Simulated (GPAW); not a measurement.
**HfIn4SiO6 in GPAW: the effect of functional**

The system is HfIn4SiO6.

```
Hf In Si O
1.0
     2.71585   -4.70357    0.00833
     2.71585    4.70357    0.00833
    -1.87915    0.00000    7.40127
Hf In Si O
1 4 1 6
Cartesian
  2.7159 -2.7125 0.0083
  1.7763 -1.1453 3.7090
  2.7159 0.4231 0.0083
  1.7763 2.0313 3.7090
  1.7763 -4.3098 3.7090
  2.7159 3.5589 0.0083
  -1.1497 0.2444 6.4159
  4.7022 0.2444 1.0021
  1.9910 -1.2091 6.4253
  1.5616 -1.2091 0.9927
  1.8741 2.2355 0.9933
  1.6785 2.2355 6.4246
```

The cell was built by a generator and needn't be a form met in nature.

Alike in all runs:

* Program: GPAW 26.7.0
* Task: single point
* Potentials or basis: GPAW PAW data sets (gpaw-data 1.2.1)
* Cutoff: 800 eV
* Basis: pw
* k mesh: 3 × 3 × 2
* Occupations: fermi-dirac, width 0.05 eV
* Spin: no spin polarisation

```csv
functional,largest force (eV/Å)
vdW-DF,?
vdW-DF-cx,0.24
optB88-vdW,0.23
```

What does the run with functional vdW-DF give?

Largest force 0.26 eV/Å.

Caveats: all runs use coarse meshes; the PAW data sets were made with another functional, which shifts forces and pressure a little; with rounded positions the older calculator's symmetry can spoil forces and stress (some runs).

Runs at the PBE level aren't shown here.
